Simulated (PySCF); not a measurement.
# Ag: excitation energy in def2-TZVPPD with ECP28

Aim: the excitation energy of silver from differences of total energies, at each level of theory, and how far each lands from the tabulated value where there is one.

The numbers are computed with PySCF 2.14.0 (unrestricted determinants in a Gaussian basis, no spin-orbit coupling in the energies), except any that are marked as measured or tabulated.

### 1 What is computed

| Item | Value |
| --- | --- |
| Element | silver (Z = 47) |
| Basis | def2-TZVPPD with the def2 core potential (28 electrons) |
| Hamiltonian | a scalar-relativistic core potential |
| State 1 | Ag: [Kr] 4d10 5p1, 2P determinant (an excited configuration) |
| Needed too, but not shown | Ag [Kr] 4d10 5s1 (2S) |
| Methods | CCSD(T) |
| Core shells frozen in the correlated runs | valence and next inner shell: nothing (for Ag) |

The outer shells:

Ag [Kr] 4d10 5p1
```
[Kr] core
4d [↑↓][↑↓][↑↓][↑↓][↑↓]
5p [↑ ][  ][  ]
```

The runs were made by one driver on top of PySCF. The scripts below sum up each run's settings (the driver also hands on starting orbitals that pick excited configurations, and frozen orbitals as a list rather than a count), and the logs come from the driver's own runs. The driver starts from symmetry-adapted Hartree-Fock orbitals, holds the occupation by maximum overlap and uses a logarithmic radial grid for functionals, so a plain start would take other cycles.

The integrals over 56 functions and the set-up took 0.19 s of CPU time.

### 2 Ag [Kr] 4d10 5p1: CCSD(T) (valence and next inner shell)

#### CCSD(T) (valence and next inner shell)

Input file input.py:

```python
from pyscf import gto, scf, dft, mp, cc
import basis_set_exchange as bse
txt = bse.get_basis("def2-TZVPPD", elements=["Ag"], fmt="nwchem", header=False)
cut = txt.index("\nECP")
mol = gto.M(atom="Ag 0 0 0", charge=0, spin=1, symmetry="D2h",
            basis=gto.basis.parse(txt[:cut]),
            ecp={"Ag": gto.basis.parse_ecp(txt[cut:])})
mf = scf.UHF(mol)
mf.irrep_nelec = {'Ag': (3, 3), 'B1g': (1, 1), 'B2g': (1, 1), 'B3g': (1, 1), 'B1u': (1, 1), 'B2u': (2, 1), 'B3u': (1, 1)}
mf.kernel()
mycc = cc.CCSD(mf, frozen=0).run()
mycc.ccsd_t()
```

The program printed:

```text
CC2 = 0
CCSD nocc = (np.int64(10), np.int64(9)), nmo = (56, 56)
frozen orbitals [[], []]
max_cycle = 100
direct = 0
conv_tol = 1e-08
conv_tol_normt = 1e-06
diis_space = 8
diis_start_cycle = 0
Init t2, MP2 energy = -0.628792147237244
Init E_corr(UCCSD) = -0.628792147237497
cycle = 1  E_corr(UCCSD) = -0.590306504255729  dE = 0.038485643  norm(t1,t2) = 0.073901
cycle = 2  E_corr(UCCSD) = -0.603708511339218  dE = -0.0134020071  norm(t1,t2) = 0.0244491
cycle = 3  E_corr(UCCSD) = -0.602483823128066  dE = 0.00122468821  norm(t1,t2) = 0.0131887
cycle = 4  E_corr(UCCSD) = -0.603162699262083  dE = -0.000678876134  norm(t1,t2) = 0.00686556
cycle = 5  E_corr(UCCSD) = -0.603346533941932  dE = -0.00018383468  norm(t1,t2) = 0.000974829
cycle = 6  E_corr(UCCSD) = -0.603264557475881  dE = 8.19764661e-05  norm(t1,t2) = 0.000526941
cycle = 7  E_corr(UCCSD) = -0.603270885914004  dE = -6.32843812e-06  norm(t1,t2) = 0.000218332
cycle = 8  E_corr(UCCSD) = -0.603286543888699  dE = -1.56579747e-05  norm(t1,t2) = 0.00014265
cycle = 9  E_corr(UCCSD) = -0.603283401850148  dE = 3.14203855e-06  norm(t1,t2) = 8.34187e-05
cycle = 10  E_corr(UCCSD) = -0.603280590744582  dE = 2.81110557e-06  norm(t1,t2) = 3.91886e-05
cycle = 11  E_corr(UCCSD) = -0.603282202828471  dE = -1.61208389e-06  norm(t1,t2) = 1.17859e-05
cycle = 12  E_corr(UCCSD) = -0.603281882331661  dE = 3.2049681e-07  norm(t1,t2) = 3.62706e-06
cycle = 13  E_corr(UCCSD) = -0.603281953553732  dE = -7.12220717e-08  norm(t1,t2) = 1.48409e-06
cycle = 14  E_corr(UCCSD) = -0.603281920180177  dE = 3.3373555e-08  norm(t1,t2) = 5.2849e-07
cycle = 15  E_corr(UCCSD) = -0.603281904631197  dE = 1.55489799e-08  norm(t1,t2) = 1.944e-07
cycle = 16  E_corr(UCCSD) = -0.603281907079515  dE = -2.4483171e-09  norm(t1,t2) = 1.12407e-07
UCCSD converged
E(UCCSD) = -146.6044338009664  E_corr = -0.6032819070795146
UCCSD(T) correction = -0.0163864696954725
```

CPU time 16 s on a shared host, the integrals not counted.

CCSD correlation -0.60328 hartree, triples -0.01639; total -146.620820. T1 = 0.013, largest double amplitude 0.026.

### 3 Differences of total energies

Excitation energy: Ag [Kr] 4d10 5s1 (2S) → Ag [Kr] 4d10 5p1 (2P).

```
                                method  value (eV)  error (eV)
                                   UHF       3.151      -0.589
    MP2 (valence and next inner shell)       3.834      +0.093
SCS-MP2 (valence and next inner shell)       3.732      -0.008
   CCSD (valence and next inner shell)       3.691      -0.049
CCSD(T) (valence and next inner shell)       3.728      -0.012
```

Reference: 3.740 eV (measured; NIST levels, between the centres of gravity of the two terms). Errors of the correlated levels include the incompleteness of this basis.

The differences also use runs on Ag [Kr] 4d10 5s1 (2S), which are not shown here. The runs at UHF, MP2 (valence and next inner shell) are not shown; their differences are listed all the same.

### 4 Summary of results

| quantity | value |
| --- | --- |
| excitation energy, Ag → [Kr] 4d10 5p1 | UHF 3.151, CCSD(T) (valence and next inner shell) 3.728 eV; reference 3.740 |

Accuracy by level (over 1 difference):

```
                                method  mean absolute miss against the measured value (with the measured fine structure taken into account where it is known) (eV)
                                   UHF                                                                                                                       0.589
    MP2 (valence and next inner shell)                                                                                                                       0.093
SCS-MP2 (valence and next inner shell)                                                                                                                       0.008
   CCSD (valence and next inner shell)                                                                                                                       0.049
CCSD(T) (valence and next inner shell)                                                                                                                       0.012
```

Against experiment SCS-MP2 (valence and next inner shell) comes closest (off by 0.01 eV), level with CCSD(T) (valence and next inner shell) and UHF is farthest (0.59 eV). The basis is finite, and no extrapolation was made.
